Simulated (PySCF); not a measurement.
# WOF: doublet, from a bent start

Aim: relax WOF as a doublet from a bent start, check by its vibrations whether the end is a minimum, and collect its spectrum and constants.

The runs use PySCF 2.14.0; PBE0, basis W def2-TZVP with ECP60, O def2-TZVP, F def2-TZVP, scalar-relativistic core potentials, no spin–orbit coupling, density fitting.

### Step 1. Where the work starts

3 atoms, charge 0, spin multiplicity 2.

Bond lengths: W1–O2 1.770 Å, W1–F3 2.010 Å. Angles: O2–W1–F3 110.0°.

Z-matrix (Å, degrees; charge 0 multiplicity 2):
```
W
O  1 1.7700
F  1 2.0100 2 110.00
```

### Step 2. The SCF at the typed geometry

The steps below are one call of a driver around PySCF. For each, scf.py gives the equivalent set-up of the SCF; relaxations use the driver's own optimiser. After this first run the driver tries any further starts and a stability analysis.

The input, scf.py:

```python
from pyscf import gto, scf, dft
mol = gto.M(atom='''
W      0.000000     0.000000     0.000000
O     -1.449900     0.000000     1.015200
F      1.646500     0.000000     1.152900''',
    basis={'W': 'def2-TZVP', 'O': 'def2-TZVP', 'F': 'def2-TZVP'},
    ecp={'W': 'def2-TZVP'},
    charge=0, spin=1)
mf = dft.UKS(mol, xc='PBE0')
mf.grids.atom_grid = (50, 194)
aux = {'W': 'def2-universal-JKFIT', 'O': 'def2-universal-JKFIT', 'F': 'def2-universal-JKFIT'}
mf = mf.density_fit(auxbasis=aux)
mf.conv_tol = 1e-08
mf.diis_space = 10
mf.max_cycle = 60
mf.init_guess = 'minao'
mf.verbose = 4
mf.kernel()
```

On the command line:

```sh
$ OMP_NUM_THREADS=4 python axn.py task.json out
```

Further steps of the session: Relaxing the doublet from the bent start; Vibrations and properties at this point.

What does the calculation give? Wanted: minimum; geometry; wavenumbers; dipole moment; highest occupied, lowest empty level; polar-tensor charge of W1; zero-point energy; atomisation energy; ⟨S²⟩.

**Answer**, as computed:

| quantity | value |
| --- | --- |
| minimum | broken-symmetry (Ms = 1/2), Cs |
| geometry | W–F 1.870 Å, W–O 1.683 Å; F–W–O 134.4° |
| wavenumbers (cm⁻¹) | 140 (a'), 666 (a'), 1064 (a') |
| dipole moment | 1.65 D |
| highest occupied, lowest empty level (either spin) | -6.89, -3.50 eV |
| polar-tensor charge of W1 | +1.18 e |
| zero-point energy | 11.2 kJ/mol |
| entropy at 298.15 K | 293.1 J/(mol K) |
| atomisation energy (no zero-point energy) | 1206 kJ/mol |
| ⟨S²⟩ | 1.608 |

What this shows: The bent start keeps its Cs symmetry and ends in a minimum. The determinant is spin-contaminated (⟨S²⟩ = 1.61 against 0.75), so it is no pure spin state. The strongest infrared band lies at 1064 cm⁻¹ (a', stretch). Other starts or spin states, not run here, may lie lower. Open d and f shells are described by one determinant, and the ground state may have another occupation or spin. With an element this heavy the missing spin–orbit coupling can shift these numbers.
